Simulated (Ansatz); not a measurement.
# K2HfSe3: the cost of one run

Program: Ansatz 0.2.0. Level of theory: DFT PBE, scalar-relativistic, plane waves, PAW. These are calculated values, not measurements.

### Step 1. The system as given

The structure is tetragonal, space group P4/mmm (No. 123). Conventional cell: a = 4.774 Å, b = 4.774 Å, c = 9.098 Å, α = 90.00°, β = 90.00°, γ = 90.00°. Around K (site symmetry 4/mmm) lie 4 Se at 3.38 Å. Around K (site symmetry 4/mmm) lie 2 Se at 2.23 Å. Around Hf (site symmetry 4/mmm) lie 4 K at 3.38 Å. Se (site symmetry 4mm) has 1 K at 2.23 Å and 1 Se at 2.32 Å as nearest neighbours. Se (site symmetry 4/mmm) has 2 Se at 2.32 Å as nearest neighbours.

Coordinates:

```xyz
6
Lattice="4.7742 0.0000 0.0000 0.0000 4.7742 0.0000 0.0000 0.0000 9.0982" Properties=species:S:1:pos:R:3 pbc="T T T"
K     2.3871    2.3871    4.5491
K     0.0000    0.0000    0.0000
Hf    2.3871    2.3871    0.0000
Se    0.0000    0.0000    6.8652
Se    0.0000    0.0000    2.2330
Se    0.0000    0.0000    4.5491
```

Recipe of the guess: random cell by space group and Wyckoff sites (P4/mmm, No. 123). Lengths come from tabulated atomic sizes and are only a guess.

### Step 2. The guess as it stands, on a coarse mesh

Contents of input.yaml:

```yaml
crystal:
  lattice:
    - [4.77422074, 0.0, 0.0]
    - [0.0, 4.77422074, 0.0]
    - [0.0, 0.0, 9.09822317]
  atoms:
    - { symbol: K, position: [0.5, 0.5, 0.5] }
    - { symbol: K, position: [0.0, 0.0, 0.0] }
    - { symbol: Hf, position: [0.5, 0.5, 0.0] }
    - { symbol: Se, position: [0.0, 0.0, 0.75456355] }
    - { symbol: Se, position: [0.0, 0.0, 0.24543645] }
    - { symbol: Se, position: [0.0, 0.0, 0.5] }
basis:
  ecutwfc: 420
kpoints:
  mp_grid: { grid: [4, 4, 2] }
hamiltonian:
  xc: pbe
scf:
  occupations: { method: gaussian, width: 0.1 }
  lower_state_search: "off"
output:
  forces: true
  stress: true
  eigenvalues: true
```

The run is started by

```console
$ ansatz run input.yaml --threads 1 --pin off --max-ram 2560MiB --backend cpu --events-out ev --progress --plain --runs-dir out
```

**Question.** How long does this run take on 1 thread of Arm Neoverse V1, shared host, and how much memory does it need?

About 9.4 s, with a peak of 0.48 GiB.
